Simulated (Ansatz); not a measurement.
**ZnPt: how the settings move a relaxation**

Aim: see which settings change the result for ZnPt, by how much, and at what cost.

Computed with Ansatz 0.2.0 (reference: DFT, PBEsol, PAW with Ansatz's default frozen-core files, scalar-relativistic; relaxation of cell and atoms, unless a step's input says otherwise).

## Step 1: The structure to begin with

Symmetry: P4/mmm, No. 123, tetragonal system. The conventional cell has a = 2.864 Å, b = 2.864 Å, c = 3.510 Å, α = 90.00°, β = 90.00°, γ = 90.00°. Around Zn (site symmetry 4/mmm) lie 8 Pt at 2.68 Å and 4 Zn at 2.86 Å. Around Pt (site symmetry 4/mmm) lie 8 Zn at 2.68 Å and 4 Pt at 2.86 Å.

As a file:

```
Zn Pt
1.0
     2.86400    0.00000    0.00000
     0.00000    2.86400    0.00000
     0.00000    0.00000    3.51000
Zn Pt
1 1
Direct
  0.50000 0.50000 0.50000
  0.00000 0.00000 0.00000
```

## Step 2: Reference

Input file input.yaml:

```yaml
crystal:
  lattice:
    - [2.864, 0.0, 0.0]
    - [0.0, 2.864, 0.0]
    - [0.0, 0.0, 3.51]
  atoms:
    - { symbol: Zn, position: [0.5, 0.5, 0.5] }
    - { symbol: Pt, position: [0.0, 0.0, 0.0] }
kpoints:
  mp_grid: { grid: [12, 12, 10] }
scf:
  occupations: { method: fermi_dirac, width: 0.05 }
hamiltonian:
  xc: pbesol
  pseudopotentials: { kind: paw }
relax:
  f_tol: 0.002
  max_steps: 80
  cell: {}
output:
  forces: true
  stress: true
```

On the command line:

```sh
$ ansatz run input.yaml --threads 1 --pin off --max-ram 3072MiB --backend cpu --events-out ev --progress --plain --runs-dir out
```

The main lines of its log:

```text
[...]
Basis set: ecut = 420 eV, 559 PW (Γ), exchange–correlation on 40×40×48 points (8 copies of the dense FFT grid, shifted against one another)
[...]
k-points: 168 of 1440
[...]
SCF iter   1: F=—  HF=-15665.855906 eV  |F-HF|=—  |Δ(HF+E_count)|=         —  Δρ=8.86e-3  dr2=2.35e-2  ethr=1.77e-3  ⟨swp⟩=5.3  Hψ=13836  notcnv=0
preconditioner: auto → none  [metal: Δε(μ)=0.085 eV  Ē_g=11.604 eV  σ=0.050 eV  W_gap=0.40  n_scr=6 (ndim 8)  ℏωp=32.5 eV  f_vac=0.000  D(μ)=0.40/eV (n_scr^D=0)  sad-step TF]
SCF iter   2: F=—  HF=-15665.853229 eV  |F-HF|=—  |Δ(HF+E_count)|=   2.68e-3  Δρ=5.06e-3  dr2=1.05e-2  ethr=7.84e-5  ⟨swp⟩=2.5  Hψ=5901  notcnv=0  defer=1
[...]
relax step   1: F+E_penalty+E_count = -15665.85061646 eV  Δ(F+E_penalty+E_count) = +0.000e0 eV  max|allowed force component| = 1.330e-28 eV/Å  Δτ_max = 0.0000 Å  P = -5.836 GPa  Ω = 28.791 Å³  (6 SCF iters, dr2 threshold 1.00e-7 eV, accepted)
[...]
Basis set: ecut = 420 eV, 543 PW (Γ), exchange–correlation on 40×40×48 points (8 copies of the dense FFT grid, shifted against one another)
[...]
relax step   2: F+E_penalty+E_count = -15665.86187502 eV  Δ(F+E_penalty+E_count) = -1.126e-2 eV  max|allowed force component| = 1.479e-30 eV/Å  Δτ_max = 0.0000 Å  P = +3.851 GPa  Ω = 27.421 Å³  energy of the carried Pulay correction = +9.570e-4 eV  (6 SCF iter
[...]
relax step   3: F+E_penalty+E_count = -15665.86770318 eV  Δ(F+E_penalty+E_count) = -5.828e-3 eV  max|allowed force component| = 7.889e-31 eV/Å  Δτ_max = 0.0000 Å  P = -0.267 GPa  Ω = 27.949 Å³  energy of the carried Pulay correction = +5.813e-4 eV  (6 SCF iter
[...]
relax step   4: F+E_penalty+E_count = -15665.86777606 eV  Δ(F+E_penalty+E_count) = -7.289e-5 eV  max|allowed force component| = 1.479e-30 eV/Å  Δτ_max = 0.0000 Å  P = -0.029 GPa  Ω = 27.914 Å³  energy of the carried Pulay correction = +6.048e-4 eV  (6 SCF iter
[...]
relax step   5: F+E_penalty+E_count = -15665.86778544 eV  Δ(F+E_penalty+E_count) = -9.376e-6 eV  max|allowed force component| = 1.578e-30 eV/Å  Δτ_max = 0.0000 Å  P = +0.001 GPa  Ω = 27.909 Å³  energy of the carried Pulay correction = +6.081e-4 eV  (6 SCF iter
[...]
SCF iter   5: F=—  HF=-15665.867166 eV  |F-HF|=—  |Δ(HF+E_count)|=  2.13e-10  Δρ=5.83e-7  dr2=2.89e-11  ethr=1.30e-12  ⟨swp⟩=1.2  Hψ=3372  notcnv=0
SCF iter   6: F=-15665.867166 eV  HF=-15665.867166 eV  |F-HF|=3.64e-12  |Δ(HF+E_count)|=  1.64e-11  Δρ=2.57e-8  dr2=2.23e-13  ethr=1.00e-12  ⟨swp⟩=5.0  Hψ=12993  notcnv=0
[...]
relax step   6: F+E_penalty+E_count = -15665.86716629 eV  Δ(F+E_penalty+E_count) = +6.192e-4 eV  max|allowed force component| = 1.381e-30 eV/Å  Δτ_max = 0.0000 Å  P = +0.004 GPa  Ω = 27.909 Å³  stress off target by 5.03e-3 GPa  SCF on the basis re-selected at 
[...]
SCF converged after 6 iterations
Free energy (F): -15665.867166 eV
[...]
E sigma→0 (E₀):  -15665.865607 eV
[...]
Fermi energy:    18.509502 eV
[...]
  P = ⅓ Tr σ = 0.0036 GPa (0.036 kbar)
--- Relaxed structure (5 steps of the walk, 5 accepted, 1 SCFs on fresh bases) ---
[...]
```

Run time: 19 s. Hardware: 1 thread of Arm Neoverse V2, shared host; peak memory 0.38 GiB.

## Step 3: Changed: preconditioner local_kerker

Edit input.yaml of step 2 so:

```diff
@@ -12,2 +12,3 @@
   occupations: { method: fermi_dirac, width: 0.05 }
+  mixing: { preconditioner: local_kerker }
 hamiltonian:
@@ -22 +23,5 @@
   stress: true
+  write_density: true
+  write_potential: true
+  elf: true
+  volumetric_format: npy
```

On the command line:

```sh
$ ansatz run input.yaml --threads 1 --pin off --max-ram 3072MiB --backend cpu --events-out ev --progress --plain --runs-dir out
```

The log of the run:

```text
Engine: ansatz 0.2.0
Pseudopotentials: kind: paw
Pseudopotential: Zn, paw, valence charge 12, recommended cutoff 420 eV (normal), Zn.paw.azcp
Pseudopotential: Pt, paw, valence charge 18, recommended cutoff 420 eV (normal), Pt.paw.azcp
Functional definition: PBEsol
  exchange = pbesol_x
  correlation = pbesol_c
Crystal: 2 atoms, lattice volume = 28.791 Å³
Basis set: ecut = 420 eV, 559 PW (Γ), exchange–correlation on 40×40×48 points (8 copies of the dense FFT grid, shifted against one another)
Bands: 19, of which v1, the nominal top of the filled ones, is band 15 counted from 1 (14 counted from 0)
Symmetry: 16 space group operations
Space group: P4/mmm (ITA 123), of the structure as read, at distance tolerance 3.1e-5 Å
k-points: 168 of 1440
Non-local potential: Zn, projectors of the file, l = 0: 2, l = 1: 2, l = 2: 3, l = 3: 1
Non-local potential: Pt, projectors of the file, l = 0: 3, l = 1: 2, l = 2: 2, l = 3: 1
PAW form: soft (Blöchl's): semilocal exchange-correlation on the pseudo side does not see the compensation charge
PAW frozen core: Zn, regenerated for the run's functional, and the local potential with it (the file was generated under x = pbe(κ = 0.804, μ = 0.2195149727645171), c = pbe(β = 0.06672455060314922))
PAW frozen core: Pt, regenerated for the run's functional, and the local potential with it (the file was generated under x = pbe(κ = 0.804, μ = 0.2195149727645171), c = pbe(β = 0.06672455060314922))
PAW one-centre angular grid: Zn, 590 points (default); XC on 64 Gauss nodes
PAW one-centre angular grid: Pt, 590 points (default); XC on 64 Gauss nodes
Initial density: superposition of atomic densities (neutral atoms: chi_scale 0, normalization atom), corrected by the library's trained network
Initial wavefunctions: pseudopotential atomic-orbital guess
Functional: x = pbesol(κ = 0.804, μ = 0.12345679012345678), c = pbesol(β = 0.046)
SCF iter   1: F=—  HF=-15665.855906 eV  |F-HF|=—  |Δ(HF+E_count)|=         —  Δρ=8.86e-3  dr2=2.35e-2  ethr=1.77e-3  ⟨swp⟩=5.3  Hψ=13836  notcnv=0
SCF iter   2: F=—  HF=-15665.851069 eV  |F-HF|=—  |Δ(HF+E_count)|=   4.84e-3  Δρ=2.57e-3  dr2=1.71e-3  ethr=7.84e-5  ⟨swp⟩=2.9  Hψ=6878  notcnv=0  defer=12
SCF iter   3: F=—  HF=-15665.850709 eV  |F-HF|=—  |Δ(HF+E_count)|=   3.60e-4  Δρ=1.37e-3  dr2=2.65e-4  ethr=5.71e-6  ⟨swp⟩=2.2  Hψ=4744  notcnv=0  defer=12
SCF iter   4: F=—  HF=-15665.850645 eV  |F-HF|=—  |Δ(HF+E_count)|=   6.35e-5  Δρ=4.57e-4  dr2=2.81e-5  ethr=8.82e-7  ⟨swp⟩=2.0  Hψ=4384  notcnv=0  defer=12
SCF iter   5: F=—  HF=-15665.850618 eV  |F-HF|=—  |Δ(HF+E_count)|=   2.74e-5  Δρ=1.69e-4  dr2=4.02e-6  ethr=9.38e-8  ⟨swp⟩=2.8  Hψ=6105  notcnv=0  defer=12
SCF iter   6: F=—  HF=-15665.850617 eV  |F-HF|=—  |Δ(HF+E_count)|=   1.40e-6  Δρ=4.11e-5  dr2=2.60e-7  ethr=1.34e-8  ⟨swp⟩=2.8  Hψ=6304  notcnv=0  defer=12
SCF iter   7: F=-15665.850616 eV  HF=-15665.850616 eV  |F-HF|=3.92e-9  |Δ(HF+E_count)|=   7.94e-8  Δρ=4.00e-6  dr2=3.22e-9  ethr=3.33e-10  ⟨swp⟩=7.5  Hψ=18583  notcnv=0
SCF 1 converged in 7 iterations: F = -15665.850616 eV  dr2 = 3.22e-9
relax step   1: F+E_penalty+E_count = -15665.85061647 eV  Δ(F+E_penalty+E_count) = +0.000e0 eV  max|allowed force component| = 1.336e-28 eV/Å  Δτ_max = 0.0000 Å  P = -5.836 GPa  Ω = 28.791 Å³  (7 SCF iters, dr2 threshold 1.00e-7 eV, accepted)
Crystal: 2 atoms, lattice volume = 27.421 Å³
Basis set: ecut = 420 eV, 543 PW (Γ), exchange–correlation on 40×40×48 points (8 copies of the dense FFT grid, shifted against one another)
Initial density: handed on by an earlier stage of this run
Initial wavefunctions: those handed on with the density
iter 1 solved again at ethr=3.43e-5 eV; its pass at ethr=3.10e-3 eV (dr2=1.03e-2 eV) is discarded
SCF iter   1: F=—  HF=-15665.864389 eV  |F-HF|=—  |Δ(HF+E_count)|=         —  Δρ=5.28e-3  dr2=1.03e-2  ethr=3.43e-5  ⟨swp⟩=1.1  Hψ=17617  notcnv=0
SCF iter   2: F=—  HF=-15665.862057 eV  |F-HF|=—  |Δ(HF+E_count)|=   2.33e-3  Δρ=2.21e-3  dr2=8.88e-4  ethr=3.43e-5  ⟨swp⟩=2.0  Hψ=3710  notcnv=0
SCF iter   3: F=—  HF=-15665.861917 eV  |F-HF|=—  |Δ(HF+E_count)|=   1.39e-4  Δρ=7.81e-4  dr2=8.47e-5  ethr=2.96e-6  ⟨swp⟩=2.2  Hψ=4484  notcnv=0
SCF iter   4: F=—  HF=-15665.861889 eV  |F-HF|=—  |Δ(HF+E_count)|=   2.83e-5  Δρ=5.41e-4  dr2=3.54e-5  ethr=2.82e-7  ⟨swp⟩=2.0  Hψ=5014  notcnv=0
SCF iter   5: F=—  HF=-15665.861873 eV  |F-HF|=—  |Δ(HF+E_count)|=   1.60e-5  Δρ=3.44e-5  dr2=1.81e-7  ethr=6.67e-10  ⟨swp⟩=6.8  Hψ=22714  notcnv=0
SCF iter   6: F=-15665.861873 eV  HF=-15665.861873 eV  |F-HF|=6.52e-9  |Δ(HF+E_count)|=   1.94e-7  Δρ=1.13e-5  dr2=1.82e-8  ethr=6.04e-10  ⟨swp⟩=7.6  Hψ=19131  notcnv=0
SCF 2 converged in 6 iterations: F = -15665.861873 eV  dr2 = 1.82e-8
relax step   2: F+E_penalty+E_count = -15665.86187330 eV  Δ(F+E_penalty+E_count) = -1.126e-2 eV  max|allowed force component| = 2.367e-30 eV/Å  Δτ_max = 0.0000 Å  P = +3.851 GPa  Ω = 27.421 Å³  energy of the carried Pulay correction = +9.570e-4 eV  (6 SCF iters, dr2 threshold 2.00e-7 eV, accepted)
Crystal: 2 atoms, lattice volume = 27.949 Å³
iter 1 solved again at ethr=4.36e-6 eV; its pass at ethr=3.10e-3 eV (dr2=1.31e-3 eV) is discarded
SCF iter   1: F=—  HF=-15665.868079 eV  |F-HF|=—  |Δ(HF+E_count)|=         —  Δρ=2.06e-3  dr2=1.51e-3  ethr=4.36e-6  ⟨swp⟩=1.2  Hψ=17290  notcnv=0
SCF iter   2: F=—  HF=-15665.867748 eV  |F-HF|=—  |Δ(HF+E_count)|=   3.31e-4  Δρ=8.93e-4  dr2=1.38e-4  ethr=4.36e-6  ⟨swp⟩=2.1  Hψ=3716  notcnv=0
SCF iter   3: F=—  HF=-15665.867707 eV  |F-HF|=—  |Δ(HF+E_count)|=   4.09e-5  Δρ=3.08e-4  dr2=1.29e-5  ethr=4.60e-7  ⟨swp⟩=2.1  Hψ=4213  notcnv=0
SCF iter   4: F=—  HF=-15665.867706 eV  |F-HF|=—  |Δ(HF+E_count)|=   1.19e-6  Δρ=2.08e-4  dr2=5.53e-6  ethr=4.32e-8  ⟨swp⟩=2.0  Hψ=5051  notcnv=0
SCF iter   5: F=-15665.867703 eV  HF=-15665.867703 eV  |F-HF|=2.62e-8  |Δ(HF+E_count)|=   2.79e-6  Δρ=1.46e-5  dr2=3.00e-8  ethr=6.67e-10  ⟨swp⟩=6.4  Hψ=21335  notcnv=0
SCF 3 converged in 5 iterations: F = -15665.867703 eV  dr2 = 3.00e-8
relax step   3: F+E_penalty+E_count = -15665.86770322 eV  Δ(F+E_penalty+E_count) = -5.830e-3 eV  max|allowed force component| = 6.705e-30 eV/Å  Δτ_max = 0.0000 Å  P = -0.267 GPa  Ω = 27.949 Å³  energy of the carried Pulay correction = +5.813e-4 eV  (5 SCF iters, dr2 threshold 2.00e-7 eV, accepted)
Crystal: 2 atoms, lattice volume = 27.914 Å³
iter 1 solved again at ethr=2.86e-8 eV; its pass at ethr=3.10e-3 eV (dr2=8.59e-6 eV) is discarded
SCF iter   1: F=—  HF=-15665.867795 eV  |F-HF|=—  |Δ(HF+E_count)|=         —  Δρ=1.46e-4  dr2=8.44e-6  ethr=2.86e-8  ⟨swp⟩=2.1  Hψ=16760  notcnv=0
SCF iter   2: F=—  HF=-15665.867776 eV  |F-HF|=—  |Δ(HF+E_count)|=   1.86e-5  Δρ=6.54e-5  dr2=7.63e-7  ethr=2.81e-8  ⟨swp⟩=2.1  Hψ=3759  notcnv=0
SCF iter   3: F=-15665.867776 eV  HF=-15665.867776 eV  |F-HF|=8.25e-8  |Δ(HF+E_count)|=   1.08e-7  Δρ=2.33e-5  dr2=9.22e-8  ethr=6.67e-10  ⟨swp⟩=7.6  Hψ=19005  notcnv=0
SCF 4 converged in 3 iterations: F = -15665.867776 eV  dr2 = 9.22e-8
relax step   4: F+E_penalty+E_count = -15665.86777600 eV  Δ(F+E_penalty+E_count) = -7.277e-5 eV  max|allowed force component| = 1.578e-30 eV/Å  Δτ_max = 0.0000 Å  P = -0.029 GPa  Ω = 27.914 Å³  energy of the carried Pulay correction = +6.048e-4 eV  (3 SCF iters, dr2 threshold 2.00e-7 eV, accepted)
Crystal: 2 atoms, lattice volume = 27.909 Å³
iter 1 solved again at ethr=8.17e-9 eV; its pass at ethr=3.10e-3 eV (dr2=2.45e-6 eV) is discarded
SCF iter   1: F=—  HF=-15665.867803 eV  |F-HF|=—  |Δ(HF+E_count)|=         —  Δρ=7.97e-5  dr2=1.28e-6  ethr=8.17e-9  ⟨swp⟩=2.9  Hψ=17959  notcnv=0
SCF iter   2: F=—  HF=-15665.867786 eV  |F-HF|=—  |Δ(HF+E_count)|=   1.71e-5  Δρ=4.76e-5  dr2=2.87e-7  ethr=4.27e-9  ⟨swp⟩=2.5  Hψ=4949  notcnv=0
SCF iter   3: F=—  HF=-15665.867786 eV  |F-HF|=—  |Δ(HF+E_count)|=   2.68e-8  Δρ=1.94e-5  dr2=5.71e-8  ethr=9.56e-10  ⟨swp⟩=2.0  Hψ=4206  notcnv=0
SCF iter   4: F=-15665.867786 eV  HF=-15665.867786 eV  |F-HF|=2.94e-9  |Δ(HF+E_count)|=   2.67e-8  Δρ=4.66e-6  dr2=3.34e-9  ethr=7.38e-11  ⟨swp⟩=7.9  Hψ=18650  notcnv=0
SCF 5 converged in 4 iterations: F = -15665.867786 eV  dr2 = 3.34e-9
relax step   5: F+E_penalty+E_count = -15665.86778553 eV  Δ(F+E_penalty+E_count) = -9.537e-6 eV  max|allowed force component| = 6.903e-30 eV/Å  Δτ_max = 0.0000 Å  P = +0.002 GPa  Ω = 27.909 Å³  energy of the carried Pulay correction = +6.082e-4 eV  (4 SCF iters, dr2 threshold 2.21e-8 eV, accepted)
Initial wavefunctions: pseudopotential atomic-orbital guess (no wavefunctions were taken with the density)
iter 1 solved again at ethr=3.25e-8 eV; its pass at ethr=3.10e-3 eV (dr2=9.76e-6 eV) is discarded
SCF iter   1: F=—  HF=-15665.867183 eV  |F-HF|=—  |Δ(HF+E_count)|=         —  Δρ=7.70e-5  dr2=3.88e-7  ethr=3.25e-8  ⟨swp⟩=3.0  Hψ=23119  notcnv=0
SCF iter   2: F=—  HF=-15665.867167 eV  |F-HF|=—  |Δ(HF+E_count)|=   1.66e-5  Δρ=8.61e-5  dr2=9.94e-7  ethr=1.29e-9  ⟨swp⟩=2.0  Hψ=5070  notcnv=0
SCF iter   3: F=—  HF=-15665.867166 eV  |F-HF|=—  |Δ(HF+E_count)|=   7.04e-8  Δρ=2.31e-5  dr2=6.12e-8  ethr=1.29e-9  ⟨swp⟩=2.0  Hψ=4688  notcnv=0
SCF iter   4: F=—  HF=-15665.867166 eV  |F-HF|=—  |Δ(HF+E_count)|=   9.42e-8  Δρ=4.24e-6  dr2=2.47e-9  ethr=2.04e-10  ⟨swp⟩=2.1  Hψ=4664  notcnv=0
SCF iter   5: F=—  HF=-15665.867166 eV  |F-HF|=—  |Δ(HF+E_count)|=   9.24e-9  Δρ=1.56e-6  dr2=3.31e-10  ethr=8.22e-12  ⟨swp⟩=2.0  Hψ=4911  notcnv=0
SCF iter   6: F=-15665.867166 eV  HF=-15665.867166 eV  |F-HF|=7.28e-12  |Δ(HF+E_count)|=  3.35e-10  Δρ=3.07e-7  dr2=4.72e-12  ethr=1.00e-12  ⟨swp⟩=4.0  Hψ=15991  notcnv=0
SCF 6 converged in 6 iterations: F = -15665.867166 eV  dr2 = 4.72e-12
relax step   6: F+E_penalty+E_count = -15665.86716638 eV  Δ(F+E_penalty+E_count) = +6.192e-4 eV  max|allowed force component| = 2.564e-29 eV/Å  Δτ_max = 0.0000 Å  P = +0.005 GPa  Ω = 27.909 Å³  stress off target by 5.93e-3 GPa  SCF on the basis re-selected at this cell (its energy is not comparable with the rows above)  (6 SCF iters)
basis re-selected at this cell: Δ(F+E_penalty+E_count) = +6.192e-4 eV, ΔP = +0.002 GPa vs the last step (what re-selecting the basis moved, of the pressure what is left beyond the Pulay correction that the steps carried, after the strain that the cell walked since its last selection, with what the two solves' SCF thresholds leave and, on support functions, any second-order correction that the steps lacked; it is no measure of the basis error at this ecutwfc). This SCF's stress stands 5.93e-3 GPa from its target on what of the cell is left free (relax.cell.stress_tol is 5.00e-2 GPa) and its largest allowed force component is 2.56e-29 eV/Å (relax.f_tol is 2.00e-3 eV/Å): within both
SCF converged after 6 iterations
Free energy (F): -15665.867166 eV
Harris-Foulkes:  -15665.867166 eV  (|F-HF|=7.28e-12)
Internal energy: -15665.864047 eV  (E = F + TS)
E sigma→0 (E₀):  -15665.865607 eV
Entropy (-TS):   -0.003119 eV (-1.560 meV/atom)
Fermi energy:    18.509622 eV
--- Per-component energies (eV) ---
  E_band       = -72.609937
  E_kinetic    = 772.002596
  E_local      = -2944.520909  (includes V_loc(G=0)·N_el)
  E_nonlocal   = 816.628675
  E_hartree    = 1162.781925
  E_xc         = -397.859051
  E_vxc        = -357.350149  (∫ρ·V_xc dr)
  E_paw        = -11105.934006  (= ΣΔE_a)
  E_vpaw       = -684.933754  (= ΣTr[D̂ρ^β])
  E_aug_tail   = -0.000158  (compensation charges beyond the density's cutoff)
  E_ewald      = -3970.047455
  E_core_change = 1.084336  (= ΣΔE_core)
  E_smearing   = -0.003119  (= −TS)
  E_closure    = 0.000000  (closes the sum)
  Σ components = -15665.867166   (vs F -15665.867166, Δ=0.00e0)
--- Forces (eV/Å), atoms counted from 1 ---
  atom   1  Zn     0.00000000    -0.00000000     0.00000000
  atom   2  Pt    -0.00000000     0.00000000     0.00000000
  max |Σ_I F_I| component: 4.97e-29 eV/Å
--- Stress (GPa, compression-positive) ---
        0.005928       0.000000      -0.000000
        0.000000       0.005928       0.000000
       -0.000000       0.000000       0.001951
  P = ⅓ Tr σ = 0.0046 GPa (0.046 kbar)
--- Band table (eV; the first three rows and the last of 168) ---
  k-point 0: bands = ["-79.8648", "-34.0631", "-33.9804", "-33.9804", "7.7980", "10.6391", "10.7105", "11.5302", "11.5302", "11.7831", "13.7585", "14.4243", "16.9695", "16.9695", "17.5547", "20.9138", "26.9252", "26.9252", "27.7166"]
  k-point 1: bands = ["-79.8648", "-34.0649", "-33.9803", "-33.9803", "7.9489", "10.6777", "10.7402", "11.5411", "11.5411", "11.7879", "13.7244", "14.3704", "16.8657", "16.8657", "17.5471", "20.1887", "27.2230", "27.2230", "28.6927"]
  k-point 2: bands = ["-79.8647", "-34.0698", "-33.9801", "-33.9801", "8.3916", "10.7794", "10.8215", "11.5707", "11.5707", "11.8008", "13.6314", "14.1720", "16.6073", "16.6073", "17.5271", "18.7699", "28.0616", "28.0616", "30.8734"]
  k-point 167: bands = ["-79.8484", "-34.1591", "-34.1591", "-34.0433", "11.0429", "11.2480", "11.2480", "11.8702", "12.0850", "12.5942", "13.1917", "13.1917", "17.1938", "18.7316", "21.3090", "23.6898", "23.6898", "24.0479", "25.6620"]
--- Relaxed structure (5 steps of the walk, 5 accepted, 1 SCFs on fresh bases) ---
  F+E_penalty+E_count = -15665.86716638 eV   max|allowed force component| = 2.564e-29 eV/Å   (the final SCF, on the basis selected at the relaxed cell)
  cell:  # Å, volume = 27.9089 Å³
    - [2.8354362985502553, 1.7996820485839069e-34, 2.5870491235573367e-33]
    - [1.7996820485839069e-34, 2.8354362985502553, 4.499205121459767e-35]
    - [3.225707391148517e-33, 5.514039796202438e-35, 3.471391156438561]
  atoms:
    - { symbol: Zn, position: [0.49999999999999994, 0.49999999999999994, 0.4999999999999999] }
    - { symbol: Pt, position: [1.8553109720352658e-33, 8.931130263230787e-36, 3.429362436586958e-36] }
```

It took 20 s on 1 thread of Arm Neoverse V2, shared host; peak memory 0.38 GiB.

The changed mixing doesn't alter the result here (within 0.5 meV/atom).

## Step 4: Side by side

```tsv
run	ending	energy change	pressure (GPa)	gap (eV)	force (eV/Å)	cycles	time
reference	converged	0	0.0	0.00	0.00	36	19 s
1: preconditioner local_kerker	converged	0.0 meV/atom	0.0	0.00	0.00	31	20 s
```

Times don't compare one to one where runs were asked for different outputs or read a saved state (see the inputs); cycles may leave out searches for a lower state.

What this shows: Same state: the changed mixing leaves the energy within 0.5 meV/atom.
